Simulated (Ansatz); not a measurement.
# C3H6BN: a ladder of functionals and wavefunction methods

An exercise on one series of results from a longer session: the logs are not shown, and one member is left open.

Program: Ansatz 0.2.0, Gaussian basis. Level of theory: functionals in def2-TZVPP, the program's frozen cores in correlated methods. These are calculated values, not measurements.

The runs, in order: LDA (SPW92), PBE-D4, revPBE-D4, BLYP-D4, r2SCAN-D4, B97M-V, PBE0-D4, B3LYP-D4, r2SCANh-D4, r2SCAN0-D4, HSE06-D4, BHLYP-D4, CAM-B3LYP-D4, LC-ωPBE, ωB97X-V, ωB97M-V, B2PLYP, PBE-QIDH; CCSD(T)/def2-SVP; CCSD(T)/def2-TZVPP; MP2/def2-QZVPP; extrapolation to the limit; RPA on PBE.

**The relaxed structure**

All runs share one geometry, relaxed beforehand with PBE0-D4 in a triple-zeta def2 set.

11 atoms, charge 0, spin multiplicity 1.

Atoms are counted from 1 here; the program's logs count them from 0.

Bond lengths: B1–C2 1.553 Å, B1–H6 1.196 Å, B1–H7 1.194 Å, C2–N3 1.448 Å, C2–H8 1.102 Å, C2–H9 1.102 Å, N3–C4 1.211 Å, C4–C5 1.309 Å, C5–H10 1.082 Å, C5–H11 1.082 Å. Angles: C2–B1–H6 117.4°, C2–B1–H7 122.3°, H6–B1–H7 120.3°, B1–C2–N3 116.1°, B1–C2–H8 109.4°, B1–C2–H9 104.8°, N3–C2–H8 112.5°, N3–C2–H9 108.3°, H8–C2–H9 104.7°, C2–N3–C4 124.6°, N3–C4–C5 176.3°, C4–C5–H10 120.4°, C4–C5–H11 120.3°, H10–C5–H11 119.3°.

Set-up of the first run:

The input, in.yaml:

```yaml
crystal:
  periodic: [false, false, false]
  atoms:
    - {symbol: B, position_ang: [-1.578889, 0.692198, 1.228469]}
    - {symbol: C, position_ang: [-0.298433, -0.170646, 1.058497]}
    - {symbol: N, position_ang: [0.750792, 0.400340, 0.240825]}
    - {symbol: C, position_ang: [1.070572, -0.011013, -0.852044]}
    - {symbol: C, position_ang: [1.474347, -0.393202, -2.036581]}
    - {symbol: H, position_ang: [-2.469911, 0.232977, 1.881487]}
    - {symbol: H, position_ang: [-1.683886, 1.779627, 0.747811]}
    - {symbol: H, position_ang: [-0.581059, -1.184890, 0.734167]}
    - {symbol: H, position_ang: [0.091359, -0.301681, 2.080748]}
    - {symbol: H, position_ang: [1.011299, 0.008190, -2.927940]}
    - {symbol: H, position_ang: [2.279310, -1.109002, -2.134840]}
basis:
  gaussian: {orbitals: def2-TZVPP}
hamiltonian: {xc: lda}
output: {orbitals: {seedname: orbitals}}
```

On the command line:

```sh
$ ansatz run in.yaml --threads 2 --pin off --events-out ev --progress --plain --max-ram 4352MiB
```

Among the steps run: LDA; PBE-D4 (GGA); revPBE-D4 (GGA); BLYP-D4 (GGA); r2SCAN-D4 (meta-GGA); B97M-V (meta-GGA); B3LYP-D4 (hybrid); r2SCANh-D4 (hybrid); r2SCAN0-D4 (hybrid); HSE06-D4 (hybrid); BHLYP-D4 (hybrid); CAM-B3LYP-D4 (range-separated); LC-ωPBE (range-separated); ωB97X-V (range-separated); ωB97M-V (range-separated); B2PLYP (double hybrid); PBE-QIDH (double hybrid).

One of the session's tables, all rows but one given; the rest of the session is left out.

It belongs to the step «Frontier levels by functional». 

| functional | HOMO (eV) | LUMO (eV) | gap (eV) |
| --- | --- | --- | --- |
| LDA (SPW92) | -5.62 | -2.96 | 2.66 |
| PBE-D4 | -5.45 | -2.68 | 2.77 |
| revPBE-D4 | -5.38 | -2.56 | 2.83 |
| BLYP-D4 | -5.31 | -2.54 | 2.77 |
| r2SCAN-D4 | -5.65 | -2.24 | 3.41 |
| B97M-V | ? | ? | ? |
| PBE0-D4 | -6.61 | -1.62 | 4.99 |
| B3LYP-D4 | -6.40 | -1.87 | 4.52 |
| r2SCANh-D4 | -6.09 | -1.89 | 4.20 |
| r2SCAN0-D4 | -6.76 | -1.36 | 5.39 |
| HSE06-D4 | -6.21 | -2.01 | 4.20 |
| BHLYP-D4 | -7.66 | -0.57 | 7.09 |
| CAM-B3LYP-D4 | -7.91 | -0.53 | 7.39 |
| LC-ωPBE | -9.23 | 0.73 | 9.96 |
| ωB97X-V | -8.88 | 0.61 | 9.49 |
| ωB97M-V | -8.80 | 0.32 | 9.12 |

Estimate the missing values for B97M-V.

**Answer.** HOMO (eV): -5.73; LUMO (eV): -2.36; gap (eV): 3.37. In the column «HOMO (eV)» it lies between r2SCANh-D4 (-6.09) and r2SCAN-D4 (-5.65).
